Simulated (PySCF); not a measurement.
# BrGeH5OSi: the cost of one run

The runs use PySCF 2.14.0, with density-fitted response routines of our own; the level of theory stands in each step. All values are computed, except where a source is named. Atoms count from 0, in the outputs and in this text.

**1. The molecule as given**

9 atoms, charge 0, multiplicity 1; geometry from: GFN2-xTB. The atoms were then displaced at random by about 0.01 Å, so the start is not that level's minimum.

Bonds of the start (Å): Ge0–O1 1.72, O1–Si2 1.60, Si2–Br3 2.22, Ge0–H4 1.52, Ge0–H5 1.49, Ge0–H6 1.51, Si2–H7 1.46, Si2–H8 1.43.

**2. Optimising the geometry at PBE0-D3(BJ)/def2-SVP**

Job settings and geometry (Å):

```
{"job": {"xc": "PBE0", "basis": "def2-SVP", "d3": "d3bj", "grid": 1, "shake": 0.01, "kind": "geom"}, "charge": 0, "multiplicity": 1}
Ge    -1.588680     0.275830     0.048440
O     -0.115380    -0.611530     0.079620
Si     1.473720    -0.535640    -0.044470
Br     2.127630     1.588480    -0.115050
H     -1.849060     0.615320    -1.410110
H     -2.581150    -0.675060     0.618090
H     -1.370130     1.515290     0.886180
H      2.061750    -1.075400     1.183620
H      1.899110    -1.114440    -1.280060
```

Launch:

```console
$ OMP_NUM_THREADS=1 python probes_run.py task.json out
```

This one command runs all jobs of the session in turn.

Q: Estimate the wall time and peak memory of this first job on 1 thread of Arm Neoverse V2, shared host.

About 82 s, with a peak of 0.5 GiB.
